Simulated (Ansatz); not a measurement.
This script for the Ansatz DFT code, driven from Python starts 4 runs on Ti3Ag, space group Pm-3m. What input does the engine get in each?

`ti3ag.py`:
```python
"""Move one atom of Ti3Ag step by step, each SCF seeded by the last."""

import ansatz as az
from ase import Atoms
import numpy as np

atoms = Atoms(
    ["Ti", "Ti", "Ti", "Ag"],
    scaled_positions=[
        (0.5, 0.5, 0.0),
        (0.5, 0.0, 0.5),
        (0.0, 0.5, 0.5),
        (0.0, 0.0, 0.0),
    ],
    cell=[
        (4.098807, 0.0, 0.0),
        (0.0, 4.098807, 0.0),
        (0.0, 0.0, 4.098807),
    ],
    pbc=True,
)
cell = az.Crystal.from_ase(atoms)

start = np.array(cell.resolved().sites[1].position)
previous, rows = None, []
for step in range(4):
    target = start + step * 0.015 * np.eye(3)[1]
    job = (
        cell.move(1, to=target).calculation()
        .functional(az.Functional.LDA)
        .pseudopotentials("nc")
        .kpoints(4)
        .occupations("Gaussian", width=0.2)
        .forces()
    )
    session = job.session()
    if previous is not None:
        session.seed_next_step(previous)
    previous = session.plan(retain="density").execute()
    report = previous.report
    rows.append((step, report["lagrangian_ev"], float(np.linalg.norm(report["forces_ev_ang"][1])), report["n_iterations"], report["n_symmetry_ops"]))
rows = [(row[0], 1000 * (row[1] - rows[0][1]), *row[2:]) for row in rows]
for row in rows:
    print("; ".join(f"{name} = {round(v, 4) if isinstance(v, float) else v}" for name, v in zip(["step", "dE meV", "force on it eV/A", "iterations", "operations"], row)))
```

Run 1:
```yaml
crystal:
  lattice:
    - [4.098807, 0.0, 0.0]
    - [0.0, 4.098807, 0.0]
    - [0.0, 0.0, 4.098807]
  atoms:
    - { symbol: Ti, position: [0.5, 0.5, 0.0] }
    - { symbol: Ti, position: [0.5, 0.0, 0.5] }
    - { symbol: Ti, position: [0.0, 0.5, 0.5] }
    - { symbol: Ag, position: [0.0, 0.0, 0.0] }
kpoints:
  mp_grid:
    grid: [4, 4, 4]
hamiltonian:
  xc: lda
  pseudopotentials:
    kind: nc
scf:
  occupations:
    method: gaussian
    width: 0.2
output:
  forces: true
```

Run 2, against run 1:
```diff
-    - { symbol: Ti, position: [0.5, 0.0, 0.5] }
+    - { symbol: Ti, position: [0.5, 0.015, 0.5] }
```

Run 3, against run 1:
```diff
-    - { symbol: Ti, position: [0.5, 0.0, 0.5] }
+    - { symbol: Ti, position: [0.5, 0.03, 0.5] }
```

Run 4, against run 1:
```diff
-    - { symbol: Ti, position: [0.5, 0.0, 0.5] }
+    - { symbol: Ti, position: [0.5, 0.045, 0.5] }
```

`python ti3ag.py` gives:
```text
DeckWarning: basis.ecutwfc = 1170.089609 eV, auto-derived from the records' recommended cutoffs: set by Ag (normal level)
step = 0; dE meV = 0.0; force on it eV/A = 0.0; iterations = 11; operations = 48
step = 1; dE meV = 7.6843; force on it eV/A = 0.2516; iterations = 7; operations = 8
step = 2; dE meV = 31.3192; force on it eV/A = 0.5215; iterations = 8; operations = 8
step = 3; dE meV = 72.4519; force on it eV/A = 0.8219; iterations = 8; operations = 8
```
(Warnings from the package without file and line.)

These settings explore the input space; cutoff and mesh may be short of convergence. The run is spin-unpolarised. For a metal this k-point mesh is coarse: on a finer one energies can move by several to tens of meV an atom and pressures by half a GPa or more, differences at one mesh by less. The free energy holds a sizeable smearing term, which stands for no physical temperature. The structure comes from a database of computed cells and needn't be a stable or known phase. The first step keeps the crystal's symmetry; the moved atom lowers it. Run time: 60 s on 1 thread of AMD EPYC 7R43 64-Core Processor (Zen 3), with other jobs on the host, peak memory 0.47 GiB.

(Lines on the test bed's own set-up are left out of the output.)
